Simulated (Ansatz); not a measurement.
# GeH₂ (triplet): wB97M-V, B2PLYP, PBE-QIDH, RPA-PBE over vertical spin and charge gaps and displaced geometries, cc-pVDZ

How well do these functionals follow the top wave-function level for GeH₂ (triplet) over vertical spin and charge gaps and displaced geometries?

Method: cc-pVDZ, all electrons in the functionals, frozen cores in the correlation of double hybrids and RPA; program: Ansatz 0.2.0, Gaussian basis.

Plan: wB97M-V, B2PLYP, PBE-QIDH, RPA-PBE, at charge 0, triplet; charge 0, singlet; charge 0, quintet; charge 1, doublet; charge 1, quartet; displaced geometry v1; displaced geometry v2 (not every functional at every point).

28 further runs of the same task are left out: 2 for a mislabelled method, 10 that didn't finish, 16 set aside as unsound or not needed.

### Step 1. What is computed

The geometry is a PBE0/def2-TZVP stationary point (not a proven minimum). No spin-orbit coupling is included. The filled d shell of Ge may be among the frozen orbitals whatever the setting's name suggests; the logs give the count.

3 atoms, charge 0, spin multiplicity 3.

Atoms are counted from 1 here; the program's logs count them from 0.

Bond lengths: Ge1–H2 1.541 Å, Ge1–H3 1.541 Å. Angles: H2–Ge1–H3 120.0°.

No dispersion term is added; wB97M-V holds VV10 nonlocal correlation.

The geometry shown and the zero of energy belong to the point charge 0, triplet. The yardstick, FCI, and other wave-function levels (R restricted, U unrestricted, valence and pair active spaces) come from earlier runs.

### Step 2. wB97M-V, charge 0, triplet

in.yaml reads:

```yaml
crystal:
  periodic: [false, false, false]
  atoms:
    - {symbol: Ge, position_ang: [0.000000, -0.020787, 0.000000]}
    - {symbol: H, position_ang: [0.000000, 0.749032, -1.334401]}
    - {symbol: H, position_ang: [0.000000, 0.749032, 1.334401]}
basis:
  gaussian: {orbitals: cc-pVDZ}
magnetization: {spin_polarized: true, initial_magnetization: 2}
hamiltonian: {xc: {name: wB97M-V}}
output: {forces: true, orbitals: {seedname: orbitals}}
```

Command:

```bash
> ansatz run in.yaml --threads 1 --pin off --events-out ev --progress --plain --max-ram 2393MiB
```

What it wrote, cut to the lines that bear on the results:

```text
Functional definition: wB97M-V
  name "wB97M-V"
  cite "Mardirossian & Head-Gordon, J. Chem. Phys. 144, 214110 (2016) doi:10.1063/1.4952647"
  cite "Becke, J. Chem. Phys. 107, 8554 (1997) doi:10.1063/1.475007"
  cite "Vydrov & Van Voorhis, J. Chem. Phys. 133, 244103 (2010) doi:10.1063/1.3521275"
  # Of w^i u^j: cxij and so on, Table III.
[...]
  gx(w, u) = 1 - cx + cx01*u + cx10*w
  gss(w, u) = css00 + css04*u^4 + css10*w + css20*w^2 + css43*w^4*u^3
  gos(w, u) = cos00 + cos10*w + (cos20 + cos21*u)*w^2 + (cos60 + cos61*u)*w^6
[...]
      + integral(e_c_pw_mod_opposite_spin*gos(b97_w_opposite, b97_u_opposite)) + vv10(b, c)
413 factors; integrals over basis functions are off by at most 1.2e-3 eV
122 factors; integrals over basis functions are off by at most 5.0e-6 eV
[...]
mean field -56543.84648282 eV, -2077.9480314481 hartree, gradient 1.6e-5 eV, S^2 2.001395; 0 other end points of the search recorded, 0 dependent functions left out
[...]
reference -56543.84651117 eV, -2077.9480324897 hartree; 18, 16 occupied and 19, 21 virtual orbitals, 413 factors
Total energy: -56543.84651117 eV, -2077.9480324897 hartree
Atom 0 at     0.000000    -0.020787     0.000000 Å, force     0.000000    -0.015575     0.000000 eV/Å
Atom 1 at     0.000000     0.749032    -1.334401 Å, force    -0.000000     0.007787     0.012489 eV/Å
Atom 2 at     0.000000     0.749032     1.334401 Å, force     0.000000     0.007787    -0.012489 eV/Å
Dipole moment:     0.000000     0.001673     0.000000 e Å
```

It took 3 s on 1 thread of Intel Xeon Platinum 8375C at 2.90GHz, shared host.

From the report: ⟨S²⟩ of the determinant 2.001 (pure triplet: 2.00).

### Step 3. wB97M-V, charge 0, singlet

in.yaml: that of step 2 with these lines changed.

```diff
@@ -8,3 +8,3 @@
   gaussian: {orbitals: cc-pVDZ}
-magnetization: {spin_polarized: true, initial_magnetization: 2}
+magnetization: {spin_polarized: true, initial_magnetization: 0}
 hamiltonian: {xc: {name: wB97M-V}}
```

The command is unchanged.

What it wrote, cut to the lines that bear on the results:

```text
Functional definition: wB97M-V
  name "wB97M-V"
  cite "Mardirossian & Head-Gordon, J. Chem. Phys. 144, 214110 (2016) doi:10.1063/1.4952647"
  cite "Becke, J. Chem. Phys. 107, 8554 (1997) doi:10.1063/1.475007"
  cite "Vydrov & Van Voorhis, J. Chem. Phys. 133, 244103 (2010) doi:10.1063/1.3521275"
  # Of w^i u^j: cxij and so on, Table III.
[...]
  gx(w, u) = 1 - cx + cx01*u + cx10*w
  gss(w, u) = css00 + css04*u^4 + css10*w + css20*w^2 + css43*w^4*u^3
  gos(w, u) = cos00 + cos10*w + (cos20 + cos21*u)*w^2 + (cos60 + cos61*u)*w^6
[...]
      + integral(e_c_pw_mod_opposite_spin*gos(b97_w_opposite, b97_u_opposite)) + vv10(b, c)
413 factors; integrals over basis functions are off by at most 1.2e-3 eV
122 factors; integrals over basis functions are off by at most 5.0e-6 eV
[...]
mean field -56544.39986339 eV, -2077.9683678090 hartree, gradient 6.7e-8 eV, S^2 0.014076; 4 other end points of the search recorded, 0 dependent functions left out
[...]
reference -56544.39989328 eV, -2077.9683689071 hartree; 17, 17 occupied and 20, 20 virtual orbitals, 413 factors
Total energy: -56544.39989328 eV, -2077.9683689071 hartree
Atom 0 at     0.000000    -0.020787     0.000000 Å, force     0.000000    -2.820260     0.000000 eV/Å
Atom 1 at     0.000000     0.749032    -1.334401 Å, force    -0.000000     1.410130     0.019965 eV/Å
Atom 2 at     0.000000     0.749032     1.334401 Å, force    -0.000000     1.410130    -0.019965 eV/Å
Dipole moment:     0.000000     0.177232    -0.000000 e Å
```

It took 14 s on 1 thread of Intel Xeon Platinum 8375C at 2.90GHz, shared host.

From the report: ⟨S²⟩ of the determinant 0.014 (pure singlet: 0.00).

From charge 0, triplet: -53.4 kJ/mol.

### Step 4. wB97M-V, charge 0, quintet

in.yaml: that of step 3 with these lines changed.

```diff
@@ -8,3 +8,3 @@
   gaussian: {orbitals: cc-pVDZ}
-magnetization: {spin_polarized: true, initial_magnetization: 0}
+magnetization: {spin_polarized: true, initial_magnetization: 4}
 hamiltonian: {xc: {name: wB97M-V}}
```

Same command.

What it wrote, cut to the lines that bear on the results:

```text
Functional definition: wB97M-V
  name "wB97M-V"
  cite "Mardirossian & Head-Gordon, J. Chem. Phys. 144, 214110 (2016) doi:10.1063/1.4952647"
  cite "Becke, J. Chem. Phys. 107, 8554 (1997) doi:10.1063/1.475007"
  cite "Vydrov & Van Voorhis, J. Chem. Phys. 133, 244103 (2010) doi:10.1063/1.3521275"
  # Of w^i u^j: cxij and so on, Table III.
[...]
  gx(w, u) = 1 - cx + cx01*u + cx10*w
  gss(w, u) = css00 + css04*u^4 + css10*w + css20*w^2 + css43*w^4*u^3
  gos(w, u) = cos00 + cos10*w + (cos20 + cos21*u)*w^2 + (cos60 + cos61*u)*w^6
[...]
      + integral(e_c_pw_mod_opposite_spin*gos(b97_w_opposite, b97_u_opposite)) + vv10(b, c)
413 factors; integrals over basis functions are off by at most 1.2e-3 eV
122 factors; integrals over basis functions are off by at most 5.0e-6 eV
[...]
mean field -56535.97163015 eV, -2077.6586359499 hartree, gradient 4.1e-5 eV, S^2 6.001810; 1 other end points of the search recorded, 0 dependent functions left out
[...]
reference -56535.97165766 eV, -2077.6586369610 hartree; 19, 15 occupied and 18, 22 virtual orbitals, 413 factors
Total energy: -56535.97165766 eV, -2077.6586369610 hartree
Atom 0 at     0.000000    -0.020787     0.000000 Å, force     0.000000    -2.499886    -0.000000 eV/Å
Atom 1 at     0.000000     0.749032    -1.334401 Å, force    -0.000000     1.249943    -5.044263 eV/Å
Atom 2 at     0.000000     0.749032     1.334401 Å, force     0.000000     1.249943     5.044263 eV/Å
Dipole moment:     0.000000     0.012915    -0.000000 e Å
```

It took 3.5 s on 1 thread of Intel Xeon Platinum 8375C at 2.90GHz, shared host.

From the report: ⟨S²⟩ of the determinant 6.002 (pure quintet: 6.00).

From charge 0, triplet: +759.8 kJ/mol.

### Step 5. wB97M-V, charge 1, doublet

in.yaml: that of step 4 with these lines changed.

```diff
@@ -8,4 +8,5 @@
   gaussian: {orbitals: cc-pVDZ}
-magnetization: {spin_polarized: true, initial_magnetization: 4}
+total_charge: 1
+magnetization: {spin_polarized: true, initial_magnetization: 1}
 hamiltonian: {xc: {name: wB97M-V}}
-output: {forces: true, orbitals: {seedname: orbitals}}
+output: {orbitals: {seedname: orbitals}}
```

The command is unchanged.

What it wrote, cut to the lines that bear on the results:

```text
Functional definition: wB97M-V
  name "wB97M-V"
  cite "Mardirossian & Head-Gordon, J. Chem. Phys. 144, 214110 (2016) doi:10.1063/1.4952647"
  cite "Becke, J. Chem. Phys. 107, 8554 (1997) doi:10.1063/1.475007"
  cite "Vydrov & Van Voorhis, J. Chem. Phys. 133, 244103 (2010) doi:10.1063/1.3521275"
  # Of w^i u^j: cxij and so on, Table III.
[...]
  gx(w, u) = 1 - cx + cx01*u + cx10*w
  gss(w, u) = css00 + css04*u^4 + css10*w + css20*w^2 + css43*w^4*u^3
  gos(w, u) = cos00 + cos10*w + (cos20 + cos21*u)*w^2 + (cos60 + cos61*u)*w^6
[...]
      + integral(e_c_pw_mod_opposite_spin*gos(b97_w_opposite, b97_u_opposite)) + vv10(b, c)
413 factors; integrals over basis functions are off by at most 1.2e-3 eV
122 factors; integrals over basis functions are off by at most 5.0e-6 eV
[...]
mean field -56535.99267824 eV, -2077.6594094530 hartree, gradient 3.8e-5 eV, S^2 0.751914; 0 other end points of the search recorded, 0 dependent functions left out
reference -56535.99270857 eV, -2077.6594105676 hartree; 17, 16 occupied and 20, 21 virtual orbitals, 413 factors
Total energy: -56535.99270857 eV, -2077.6594105676 hartree
```

Run time: 2.6 s. Hardware: 1 thread of Intel Xeon Platinum 8375C at 2.90GHz, shared host.

From the report: ⟨S²⟩ of the determinant 0.752 (pure doublet: 0.75).

From charge 0, triplet: +757.8 kJ/mol.

### Step 6. wB97M-V, charge 1, quartet

in.yaml: that of step 5 with these lines changed.

```diff
@@ -9,3 +9,3 @@
 total_charge: 1
-magnetization: {spin_polarized: true, initial_magnetization: 1}
+magnetization: {spin_polarized: true, initial_magnetization: 3}
 hamiltonian: {xc: {name: wB97M-V}}
```

Same command.

What it wrote, cut to the lines that bear on the results:

```text
Functional definition: wB97M-V
  name "wB97M-V"
  cite "Mardirossian & Head-Gordon, J. Chem. Phys. 144, 214110 (2016) doi:10.1063/1.4952647"
  cite "Becke, J. Chem. Phys. 107, 8554 (1997) doi:10.1063/1.475007"
  cite "Vydrov & Van Voorhis, J. Chem. Phys. 133, 244103 (2010) doi:10.1063/1.3521275"
  # Of w^i u^j: cxij and so on, Table III.
[...]
  gx(w, u) = 1 - cx + cx01*u + cx10*w
  gss(w, u) = css00 + css04*u^4 + css10*w + css20*w^2 + css43*w^4*u^3
  gos(w, u) = cos00 + cos10*w + (cos20 + cos21*u)*w^2 + (cos60 + cos61*u)*w^6
[...]
      + integral(e_c_pw_mod_opposite_spin*gos(b97_w_opposite, b97_u_opposite)) + vv10(b, c)
413 factors; integrals over basis functions are off by at most 1.2e-3 eV
122 factors; integrals over basis functions are off by at most 5.0e-6 eV
[...]
mean field -56531.35149277 eV, -2077.4888490331 hartree, gradient 5.9e-5 eV, S^2 3.756891; 0 other end points of the search recorded, 0 dependent functions left out
reference -56531.35152093 eV, -2077.4888500680 hartree; 18, 15 occupied and 19, 22 virtual orbitals, 413 factors
Total energy: -56531.35152093 eV, -2077.4888500680 hartree
```

Run time: 2.6 s. Hardware: 1 thread of Intel Xeon Platinum 8375C at 2.90GHz, shared host.

From the report: ⟨S²⟩ of the determinant 3.757 (pure quartet: 3.75).

From charge 0, triplet: +1205.6 kJ/mol.

### Step 7. wB97M-V, displaced geometry v1

in.yaml reads:

```yaml
crystal:
  periodic: [false, false, false]
  atoms:
    - {symbol: Ge, position_ang: [-0.000625, -0.021152, 0.000876]}
    - {symbol: H, position_ang: [-0.001458, 0.732525, -1.344678]}
    - {symbol: H, position_ang: [0.046506, 0.791835, 1.281511]}
basis:
  gaussian: {orbitals: cc-pVDZ}
magnetization: {spin_polarized: true, initial_magnetization: 2}
hamiltonian: {xc: {name: wB97M-V}}
output: {forces: true, orbitals: {seedname: orbitals}}
```

Launched as before.

What it wrote, cut to the lines that bear on the results:

```text
Functional definition: wB97M-V
  name "wB97M-V"
  cite "Mardirossian & Head-Gordon, J. Chem. Phys. 144, 214110 (2016) doi:10.1063/1.4952647"
  cite "Becke, J. Chem. Phys. 107, 8554 (1997) doi:10.1063/1.475007"
  cite "Vydrov & Van Voorhis, J. Chem. Phys. 133, 244103 (2010) doi:10.1063/1.3521275"
  # Of w^i u^j: cxij and so on, Table III.
[...]
  gx(w, u) = 1 - cx + cx01*u + cx10*w
  gss(w, u) = css00 + css04*u^4 + css10*w + css20*w^2 + css43*w^4*u^3
  gos(w, u) = cos00 + cos10*w + (cos20 + cos21*u)*w^2 + (cos60 + cos61*u)*w^6
[...]
      + integral(e_c_pw_mod_opposite_spin*gos(b97_w_opposite, b97_u_opposite)) + vv10(b, c)
413 factors; integrals over basis functions are off by at most 1.2e-3 eV
122 factors; integrals over basis functions are off by at most 5.1e-6 eV
[...]
mean field -56543.84121464 eV, -2077.9478378458 hartree, gradient 5.2e-5 eV, S^2 2.001389; 0 other end points of the search recorded, 0 dependent functions left out
[...]
reference -56543.84124295 eV, -2077.9478388863 hartree; 18, 16 occupied and 19, 21 virtual orbitals, 413 factors
Total energy: -56543.84124295 eV, -2077.9478388863 hartree
Atom 0 at    -0.000625    -0.021152     0.000876 Å, force    -0.009815    -0.111168    -0.366817 eV/Å
Atom 1 at    -0.001458     0.732525    -1.344678 Å, force    -0.001717    -0.059251     0.004377 eV/Å
Atom 2 at     0.046506     0.791835     1.281511 Å, force     0.011532     0.170419     0.362439 eV/Å
Dipole moment:     0.000011    -0.002918     0.005674 e Å
```

Run time: 3 s. Hardware: 1 thread of Intel Xeon Platinum 8375C at 2.90GHz, shared host.

From the report: ⟨S²⟩ of the determinant 2.001 (pure triplet: 2.00).

From charge 0, triplet: +0.5 kJ/mol.

### Step 8. wB97M-V, displaced geometry v2

in.yaml reads:

```yaml
crystal:
  periodic: [false, false, false]
  atoms:
    - {symbol: Ge, position_ang: [0.003418, -0.020575, -0.000203]}
    - {symbol: H, position_ang: [-0.161457, 0.757618, -1.323010]}
    - {symbol: H, position_ang: [-0.084836, 0.725194, 1.337612]}
basis:
  gaussian: {orbitals: cc-pVDZ}
magnetization: {spin_polarized: true, initial_magnetization: 2}
hamiltonian: {xc: {name: wB97M-V}}
output: {forces: true, orbitals: {seedname: orbitals}}
```

Same command.

What it wrote, cut to the lines that bear on the results:

```text
Functional definition: wB97M-V
  name "wB97M-V"
  cite "Mardirossian & Head-Gordon, J. Chem. Phys. 144, 214110 (2016) doi:10.1063/1.4952647"
  cite "Becke, J. Chem. Phys. 107, 8554 (1997) doi:10.1063/1.475007"
  cite "Vydrov & Van Voorhis, J. Chem. Phys. 133, 244103 (2010) doi:10.1063/1.3521275"
  # Of w^i u^j: cxij and so on, Table III.
[...]
  gx(w, u) = 1 - cx + cx01*u + cx10*w
  gss(w, u) = css00 + css04*u^4 + css10*w + css20*w^2 + css43*w^4*u^3
  gos(w, u) = cos00 + cos10*w + (cos20 + cos21*u)*w^2 + (cos60 + cos61*u)*w^6
[...]
      + integral(e_c_pw_mod_opposite_spin*gos(b97_w_opposite, b97_u_opposite)) + vv10(b, c)
413 factors; integrals over basis functions are off by at most 1.2e-3 eV
122 factors; integrals over basis functions are off by at most 5.1e-6 eV
[...]
mean field -56543.84615000 eV, -2077.9480192169 hartree, gradient 2.8e-5 eV, S^2 2.001394; 0 other end points of the search recorded, 0 dependent functions left out
[...]
reference -56543.84617834 eV, -2077.9480202584 hartree; 18, 16 occupied and 19, 21 virtual orbitals, 413 factors
Total energy: -56543.84617834 eV, -2077.9480202584 hartree
Atom 0 at     0.003418    -0.020575    -0.000203 Å, force     0.000429    -0.024588    -0.136773 eV/Å
Atom 1 at    -0.161457     0.757618    -1.323010 Å, force     0.005754    -0.026582     0.049742 eV/Å
Atom 2 at    -0.084836     0.725194     1.337612 Å, force    -0.006183     0.051170     0.087031 eV/Å
Dipole moment:    -0.000074     0.000786     0.002130 e Å
```

It took 3.1 s on 1 thread of Intel Xeon Platinum 8375C at 2.90GHz, shared host.

From the report: ⟨S²⟩ of the determinant 2.001 (pure triplet: 2.00).

From charge 0, triplet: 0.0 kJ/mol.

### Step 9. B2PLYP, charge 0, triplet

in.yaml reads:

```yaml
crystal:
  periodic: [false, false, false]
  atoms:
    - {symbol: Ge, position_ang: [0.000000, -0.020787, 0.000000]}
    - {symbol: H, position_ang: [0.000000, 0.749032, -1.334401]}
    - {symbol: H, position_ang: [0.000000, 0.749032, 1.334401]}
basis:
  gaussian: {orbitals: cc-pVDZ}
magnetization: {spin_polarized: true, initial_magnetization: 2}
hamiltonian: {xc: {name: B2PLYP}}
correlation: {electrons: outside_noble_gas}
```

Same command.

What it wrote, cut to the lines that bear on the results:

```text
Functional definition: B2PLYP
  name "B2PLYP"
  cite "Grimme, J. Chem. Phys. 124, 034108 (2006) doi:10.1063/1.2148954"
  cite "Becke, Phys. Rev. A 38, 3098 (1988) doi:10.1103/PhysRevA.38.3098"
  cite "Lee, Yang & Parr, Phys. Rev. B 37, 785 (1988) doi:10.1103/PhysRevB.37.785"
[...]
413 factors; integrals over basis functions are off by at most 1.2e-3 eV
[...]
mean field -56535.10705637 eV, -2077.6268634496 hartree, gradient 8.6e-6 eV, S^2 2.002488; 0 other end points of the search recorded, 0 dependent functions left out
14 core orbitals not correlated: weight in the atoms' cores, before any rotation towards them, 0.999 or more for the frozen orbitals, at most 0.001 for the correlated occupied ones
reference -56535.10717530 eV, -2077.6268678204 hartree; 4, 2 occupied and 19, 21 virtual orbitals, 413 factors
second order -2.40082477 eV of doubles, -0.00000000 eV of singles
Total energy: -56535.75539799 eV, -2077.6506895648 hartree
```

It took 0.75 s on 1 thread of Intel Xeon Platinum 8375C at 2.90GHz, shared host.

From the report: ⟨S²⟩ of the determinant 2.002 (pure triplet: 2.00).

### Step 10. B2PLYP, charge 0, singlet

in.yaml: that of step 9 with these lines changed.

```diff
@@ -8,3 +8,3 @@
   gaussian: {orbitals: cc-pVDZ}
-magnetization: {spin_polarized: true, initial_magnetization: 2}
+magnetization: {spin_polarized: true, initial_magnetization: 0}
 hamiltonian: {xc: {name: B2PLYP}}
```

Same command.

What it wrote, cut to the lines that bear on the results:

```text
Functional definition: B2PLYP
  name "B2PLYP"
  cite "Grimme, J. Chem. Phys. 124, 034108 (2006) doi:10.1063/1.2148954"
  cite "Becke, Phys. Rev. A 38, 3098 (1988) doi:10.1103/PhysRevA.38.3098"
  cite "Lee, Yang & Parr, Phys. Rev. B 37, 785 (1988) doi:10.1103/PhysRevB.37.785"
[...]
413 factors; integrals over basis functions are off by at most 1.2e-3 eV
[...]
mean field -56535.54148666 eV, -2077.6428284683 hartree, gradient 4.2e-6 eV, S^2 0.371828; 5 other end points of the search recorded, 0 dependent functions left out
14 core orbitals not correlated: weight in the atoms' cores, before any rotation towards them, 0.999 or more for the frozen orbitals, at most 0.001 for the correlated occupied ones
reference -56535.54160423 eV, -2077.6428327889 hartree; 3, 3 occupied and 20, 20 virtual orbitals, 413 factors
second order -2.61947986 eV of doubles, -0.00000000 eV of singles
Total energy: -56536.24886379 eV, -2077.6688240983 hartree
```

Wall time 1.6 s (1 thread of Intel Xeon Platinum 8375C at 2.90GHz, shared host).

From the report: ⟨S²⟩ of the determinant 0.372 (pure singlet: 0.00).

From charge 0, triplet: -47.6 kJ/mol.

### Step 11. B2PLYP, charge 0, quintet

in.yaml: that of step 10 with these lines changed.

```diff
@@ -8,3 +8,3 @@
   gaussian: {orbitals: cc-pVDZ}
-magnetization: {spin_polarized: true, initial_magnetization: 0}
+magnetization: {spin_polarized: true, initial_magnetization: 4}
 hamiltonian: {xc: {name: B2PLYP}}
```

The command is unchanged.

What it wrote, cut to the lines that bear on the results:

```text
Functional definition: B2PLYP
  name "B2PLYP"
  cite "Grimme, J. Chem. Phys. 124, 034108 (2006) doi:10.1063/1.2148954"
  cite "Becke, Phys. Rev. A 38, 3098 (1988) doi:10.1103/PhysRevA.38.3098"
  cite "Lee, Yang & Parr, Phys. Rev. B 37, 785 (1988) doi:10.1103/PhysRevB.37.785"
[...]
413 factors; integrals over basis functions are off by at most 1.2e-3 eV
[...]
mean field -56527.47330092 eV, -2077.3463281113 hartree, gradient 6.2e-6 eV, S^2 6.003571; 2 other end points of the search recorded, 0 dependent functions left out
14 core orbitals not correlated: weight in the atoms' cores, before any rotation towards them, 0.999 or more for the frozen orbitals, at most 0.001 for the correlated occupied ones
reference -56527.47341238 eV, -2077.3463322075 hartree; 5, 1 occupied and 18, 22 virtual orbitals, 413 factors
second order -2.07726440 eV of doubles, -0.00000000 eV of singles
Total energy: -56528.03427377 eV, -2077.3669434833 hartree
```

Wall time 0.93 s (1 thread of Intel Xeon Platinum 8375C at 2.90GHz, shared host).

From the report: ⟨S²⟩ of the determinant 6.004 (pure quintet: 6.00).

From charge 0, triplet: +745.0 kJ/mol.

### Step 12. B2PLYP, charge 1, doublet

in.yaml: that of step 11 with these lines changed.

```diff
@@ -8,3 +8,4 @@
   gaussian: {orbitals: cc-pVDZ}
-magnetization: {spin_polarized: true, initial_magnetization: 4}
+total_charge: 1
+magnetization: {spin_polarized: true, initial_magnetization: 1}
 hamiltonian: {xc: {name: B2PLYP}}
```

Same command.

What it wrote, cut to the lines that bear on the results:

```text
Functional definition: B2PLYP
  name "B2PLYP"
  cite "Grimme, J. Chem. Phys. 124, 034108 (2006) doi:10.1063/1.2148954"
  cite "Becke, Phys. Rev. A 38, 3098 (1988) doi:10.1103/PhysRevA.38.3098"
  cite "Lee, Yang & Parr, Phys. Rev. B 37, 785 (1988) doi:10.1103/PhysRevB.37.785"
[...]
413 factors; integrals over basis functions are off by at most 1.2e-3 eV
[...]
mean field -56527.37744929 eV, -2077.3428056288 hartree, gradient 8.0e-7 eV, S^2 0.754175; 0 other end points of the search recorded, 0 dependent functions left out
14 core orbitals not correlated: weight in the atoms' cores, before any rotation towards them, 0.999 or more for the frozen orbitals, at most 0.000 for the correlated occupied ones
reference -56527.37756120 eV, -2077.3428097413 hartree; 3, 2 occupied and 20, 21 virtual orbitals, 413 factors
second order -2.05177584 eV of doubles, -0.00000000 eV of singles
Total energy: -56527.93154067 eV, -2077.3631681115 hartree
```

Run time: 0.78 s. Hardware: 1 thread of Intel Xeon Platinum 8375C at 2.90GHz, shared host.

From the report: ⟨S²⟩ of the determinant 0.754 (pure doublet: 0.75).

From charge 0, triplet: +754.9 kJ/mol.

[end of part 1 of 2]
